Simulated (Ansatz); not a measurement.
# Si: the cost of one run

Program: Ansatz 0.2.0. Level of theory: DFT r2SCAN, scalar-relativistic, plane waves, PAW. These are calculated values, not measurements.

The COD entry's cell or inner coordinates are ideal or old and differ from later refinements, so a difference from it is no clean test against experiment.

1 further run of the same task is left out (set aside as unsound or not needed).

## Step 1: Starting point

Symmetry: Fd-3m, No. 227, cubic system. Conventional cell: a = 5.444 Å, b = 5.444 Å, c = 5.444 Å, α = 90.00°, β = 90.00°, γ = 90.00°. Around Si (site symmetry -43m) lie 4 Si at 2.36 Å.

Coordinates:

```
Si
1.0
     0.00000    2.72210    2.72210
     2.72210    0.00000    2.72210
     2.72210    2.72210    0.00000
Si
2
Direct
  0.75000 0.75000 0.75000
  0.50000 0.50000 0.50000
```

It is the result of an earlier relaxation at this level (volume 20.17 Å³/atom; gap on the mesh: 0.78 eV).

## Step 2: Static run: bands, density of states and charges

Input file input.yaml:

```yaml
crystal:
  lattice:
    - [0.0, 2.7220959755, 2.7220959755]
    - [2.7220959755, 0.0, 2.7220959755]
    - [2.7220959755, 2.7220959755, 0.0]
  atoms:
    - { symbol: Si, position: [0.75, 0.75, 0.75] }
    - { symbol: Si, position: [0.5, 0.5, 0.5] }
basis:
  ecutwfc: 500
kpoints:
  mp_grid: { grid: [10, 10, 10] }
  band_path:
    path:
      - [[0.0, 0.0, 0.0], [0.5, 0.0, 0.5], [0.625, 0.25, 0.625]]
      - [[0.375, 0.375, 0.75], [0.0, 0.0, 0.0], [0.5, 0.5, 0.5], [0.5, 0.25, 0.75], [0.5, 0.0, 0.5]]
    npoints: 14
hamiltonian:
  xc: r2scan
scf:
  occupations: { method: gaussian, width: 0.02 }
  n_extra_bands: 6
output:
  forces: true
  stress: true
  eigenvalues: true
  populations: true
  dos: { projected: true, de: 0.02, nscf_kmesh: { grid: [15, 15, 15] } }
  bader: true
  write_density: true
  write_potential: true
  elf: true
  volumetric_format: npy
```

Started as:

```sh
$ ansatz run input.yaml --threads 1 --pin off --max-ram 2560MiB --backend cpu --events-out ev --progress --plain --runs-dir out
```

**Question.** How long does this run take on 1 thread of Arm Neoverse N1, shared host, and how much memory does it need?

About 50 s, with a peak of 0.41 GiB.
